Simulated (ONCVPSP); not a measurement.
# Mg: generating and testing an ONCV potential

Aim: build the potential from the settings below, then test how well it stands in for the atom: other configurations, scattering, ghost states and the plane-wave cutoff that it needs.

Program: ONCVPSP 4.0.1.1 (patched build). Reference atom: LDA (Perdew-Wang 92), scalar-relativistic, spherical and spin-unpolarised. All values are calculated.

**1. Settings**

Typed settings, in words:

```json
{
 "element": "magnesium (Mg, Z = 12)",
 "type": "optimised norm-conserving Vanderbilt (ONCV)",
 "frozen core": "[He]",
 "valence charge": "10",
 "reference configuration": "2s2 2p6 3s2",
 "partial waves": "2s+3s: rc 1.05 bohr, ncon 4, nbas 7, qcut 12.2 1/bohr, 2 projectors; 2p: rc 0.70 bohr, ncon 3, nbas 7, qcut 20.3 1/bohr, 1 projector",
 "local potential": "polynomial inside 0.45 bohr (lpopt 5, dvloc0 6 Ha)",
 "core correction": "Teter function, fcfact 3, rcfact 1.5"
}
```

The outer shells as boxes (Hund's rule for the drawing; the calculation is spin-unpolarised):

```
[He] core
2s [↑↓]
2p [↑↓][↑↓][↑↓]
3s [↑↓]
```

An earlier all-electron run gives the scale for the radii.

All-electron outer shells of the reference configuration (LDA (PZ), scalar-relativistic, ld1.x):

| shell | level (eV) | outermost node (bohr) | outermost maximum (bohr) |
| --- | --- | --- | --- |
| 1s | -1253.43 | – | 0.09 |
| 2s | -79.28 | 0.18 | 0.55 |
| 2p | -46.72 | – | 0.48 |
| 3s | -4.79 | 0.90 | 2.53 |
| 3p | -1.38 | 0.96 | 3.50 |

**2. The generation run**

Contents of Mg.dat:

```
# ATOM AND REFERENCE CONFIGURATION
# atsym  z   nc   nv     iexc    psfile
  Mg 12.00    1    3  -001012      upf
#
#   n    l    f
    1    0    2.00
    2    0    2.00
    2    1    6.00
    3    0    2.00
#
# PSEUDOPOTENTIAL AND OPTIMIZATION
# lmax
    1
#
#   l,   rc,      ep,       ncon, nbas, qcut
    0    1.05    0.00    4    7   12.20
    1    0.70    0.00    3    7   20.30
#
# LOCAL POTENTIAL
# lloc, lpopt,  rc(5),   dvloc0
    4    5    0.45    6.00
#
# VANDERBILT-KLEINMAN-BYLANDER PROJECTORs
# l, nproj, debl
    0    2    1.10
    1    1    0.30
#
# MODEL CORE CHARGE
# icmod, fcfact, rcfact
    3    3.00    1.50
#
# LOG DERIVATIVE ANALYSIS
# epsh1, epsh2, depsh
   -4.00    5.00    0.02
#
# OUTPUT GRID
# rlmax, drl
    6.00    0.01
#
# TEST CONFIGURATIONS
# ncnf
    4
# nvcnf
#   n    l    f
    3
    2    0    2.00
    2    1    6.00
    3    0    1.00
#
    3
    2    0    2.00
    2    1    6.00
    3    0    0.00
#
    3
    2    0    2.00
    2    1    6.00
    3    0    1.50
#
    3
    2    0    2.00
    2    1    5.00
    3    0    2.00
#
```

On the command line:

```bash
oncvpsp.x < Mg.dat > Mg.out
```

Q: Predict the outcome of this session. Wanted: cutoffs for 1 and 0.1 mHa per electron, occupied waves; bound ghosts; GHOST(+) flags; largest test error; largest phase difference near zero energy, channels read; rms error of d²Exc/dn², without and with the model core.

**Answer**, as computed:

| quantity | value |
| --- | --- |
| cutoffs for 1 and 0.1 mHa per electron, occupied waves | 139 Ha and 162 Ha |
| bound ghosts | none found |
| GHOST(+) flags | none at low energy |
| largest test error (AE − PS) | +34 meV, for 2s2 2p5 3s2 |
| largest phase difference near zero energy, channels read | 0.001 rad |
| rms error of d²Exc/dn², without and with the model core | 2.86 and 1.56 mHa |

What this shows: By total energies transferability is fair: the largest error is 34 meV on 58.7 eV, for 2s2 2p5 3s2. That test lies far up in energy; among those under 40 eV, nearer to bonding, the largest error is 0.4 meV. The potential is very hard: the looser tolerance needs 139 Ha. At the looser tolerance the 2p wave is the slowest; 2s needs 39 Ha. No bound ghost shows below the valence levels. Near zero energy the phases of the channels with partial waves agree within 0.001 rad. All of this concerns the isolated atom, not yet a solid.
